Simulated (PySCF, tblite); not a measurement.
**CH₁₁NSi₃: geometry, infrared bands and NMR shifts**

Aim: predict the infrared bands and NMR shifts of CH₁₁NSi₃ (`C[Si@H](N)[SiH2][SiH3]`).

The runs use tblite 0.8.0 and PySCF 2.14.0, with density-fitted response routines of our own; the level of theory stands in each step. All values are computed, except where a source is named. Atoms count from 0, in the outputs and in this text.

**1. The molecule as given**

16 atoms, charge 0, multiplicity 1; geometry from: force field or distance geometry start.

Bonds of the start (Å): C0–Si1 1.85, Si1–N2 1.81, Si1–Si3 2.25, Si3–Si4 2.26, C0–H5 1.10, C0–H6 1.11, C0–H7 1.12, Si1–H8 1.47, N2–H9 1.04, N2–H10 1.03, Si3–H11 1.45, Si3–H12 1.45, Si4–H13 1.47, Si4–H14 1.45, Si4–H15 1.47.

**2. Relaxing the molecule with GFN2-xTB**

The job: settings as JSON, then the geometry in Å.

```
{"job": {"kind": "relax", "xc": "GFN2-xTB", "basis": "xTB"}, "charge": 0, "multiplicity": 1}
C     -1.942300     1.114600     0.276700
Si    -1.051500    -0.341500    -0.446700
N     -0.683200    -1.578800     0.818000
Si     0.949800     0.308500    -1.239200
Si     2.410200     0.096200     0.466300
H     -1.572500     2.075500    -0.103300
H     -3.024600     1.074700     0.023200
H     -1.879600     1.068100     1.391700
H     -1.870100    -0.927600    -1.519500
H     -1.503500    -1.783000     1.430700
H     -0.253200    -2.403000     0.374600
H      0.917300     1.665100    -1.743700
H      1.315800    -0.658200    -2.257100
H      3.622200    -0.628300     0.045700
H      1.752500    -0.528700     1.602500
H      2.805200     1.455400     0.868800
```

Launch:

```
OMP_NUM_THREADS=1 python probes_run.py task.json out
```

One launch serves the whole session: the jobs run in the order shown.

**Question.** This job is followed by: GFN2-xTB harmonic vibrations, gas phase; GIAO PBE0/pcSseg-1 NMR shielding, non-relativistic, gas phase. What will the session give for the following? strongest single infrared mode (GFN2-xTB); zero-point energy (GFN2-xTB); ¹³C shifts against TMS (PBE0/pcSseg-1); ¹H shifts against TMS (PBE0/pcSseg-1, means over atoms taken as alike); ²⁹Si shifts against TMS (PBE0/pcSseg-1); ¹⁵N shifts against NH3 (PBE0/pcSseg-1).

**Answer**, as computed:

```
                                                              quantity                                    value
                             strongest single infrared mode (GFN2-xTB)                     615 cm⁻¹, 679 km/mol
                                          zero-point energy (GFN2-xTB)                            69.2 kcal/mol
                                ¹³C shifts against TMS (PBE0/pcSseg-1)                                 -0.6 ppm
¹H shifts against TMS (PBE0/pcSseg-1, means over atoms taken as alike)  5.60, 3.55, 3.30, 3.11, 0.31, -0.08 ppm
                               ²⁹Si shifts against TMS (PBE0/pcSseg-1)                -23.7, -122.2, -135.6 ppm
                                ¹⁵N shifts against NH3 (PBE0/pcSseg-1)                                 11.8 ppm
```

Over 99 steps the energy fell by 0.504 eV; of the close pairs, Si1–N2 changed most, 1.807 to 1.731 Å. The lowest mode is imaginary (36i cm⁻¹), so the xTB geometry is not a minimum. The strongest single mode, at 615 cm⁻¹, moves mainly H8. GFN2-xTB is a fitted tight-binding method: band positions and strengths are rough. Its intensities can rank the bands wrongly.
